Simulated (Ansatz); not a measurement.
# H5NS2Si: the cost of one run

Computed with the Python package of Ansatz 0.2.0. Level of theory: r2SCAN0/6-31G*.

## 1. Starting point

Bond lengths: N1–Si2 1.631 Å, Si2–S3 2.133 Å, S3–S4 2.065 Å, N1–H5 1.044 Å, N1–H6 1.048 Å, Si2–H7 1.507 Å, Si2–H8 1.469 Å, S4–H9 1.398 Å. Angles: N1–Si2–S3 107.9°, N1–Si2–H7 106.0°, N1–Si2–H8 108.4°, S3–Si2–H7 111.9°, S3–Si2–H8 112.7°, H7–Si2–H8 109.5°, Si2–N1–H5 112.1°, Si2–N1–H6 112.2°, H5–N1–H6 103.5°, Si2–S3–S4 99.3°, S3–S4–H9 97.5°.

No structure file is read: the coordinates are typed or built in the script.

## 2. Script

Contents of bend_h5ns2si.py:

```python
# -*- coding: utf-8 -*-
'''Energy of H5NS2Si against one bond angle.'''

import ansatz as az
from ase import Atoms

atoms = Atoms(['N', 'Si', 'S', 'S', 'H', 'H', 'H', 'H', 'H'], positions=[
    (-0.4672, 0.6019, -0.9616),
    (0.5361, -0.6305, -0.5932),
    (-0.1818, -1.549, 1.1928),
    (-0.1793, 0.0979, 2.4391),
    (-0.1948, 1.0783, -1.8503),
    (-0.4282, 1.3704, -0.2507),
    (1.8977, -0.0133, -0.401),
    (0.5727, -1.5567, -1.7328),
    (-1.4666, 0.5547, 2.1405),
])

# relax first, so that the scan starts from a minimum
first = (
    az.Crystal.molecule_from_ase(atoms).calculation()
    .basis(gaussian='6-31G*')
    .functional('R2SCAN0')
    .relax(force_tolerance=0.02, max_steps=80)
)
atoms.positions = first.run(threads=1, pin='off').report['positions_ang']

rows = []
for angle in [85, 95, 105, 115, 125, 140, 160]:
    bent = atoms.copy()
    bent.set_angle(1, 2, 3, angle, indices=[3, 8])
    base = (
        az.Crystal.molecule_from_ase(bent).calculation()
        .basis(gaussian='6-31G*')
        .functional('R2SCAN0')
    )
    rows.append((angle, base.run(threads=1, pin='off').report['free_energy_ev']))
floor = min(e for _, e in rows)
for angle, e in rows:
    print(f'angle Si1-S2-S3 = {angle:3d} deg   {1000 * (e - floor):9.1f} meV')
```

## 3. The input behind the calls

The engine receives this input (first run):

```yaml
crystal:
  periodic: [false, false, false]
  atoms:
    - { symbol: "N", position_ang: [-0.4672, 0.6019, -0.9616] }
    - { symbol: Si, position_ang: [0.5361, -0.6305, -0.5932] }
    - { symbol: S, position_ang: [-0.1818, -1.549, 1.1928] }
    - { symbol: S, position_ang: [-0.1793, 0.0979, 2.4391] }
    - { symbol: H, position_ang: [-0.1948, 1.0783, -1.8503] }
    - { symbol: H, position_ang: [-0.4282, 1.3704, -0.2507] }
    - { symbol: H, position_ang: [1.8977, -0.0133, -0.401] }
    - { symbol: H, position_ang: [0.5727, -1.5567, -1.7328] }
    - { symbol: H, position_ang: [-1.4666, 0.5547, 2.1405] }
basis:
  gaussian:
    orbitals: "6-31G*"
hamiltonian:
  xc: r2scan0
relax:
  f_tol: 0.02
  max_steps: 80
```

## 4. The run

Run with:

```sh
$ python bend_h5ns2si.py
```

Q: Estimate wall time and peak memory on 1 thread of Arm Neoverse V2, shared host.

About 1.8 min, with a peak of 0.26 GiB.
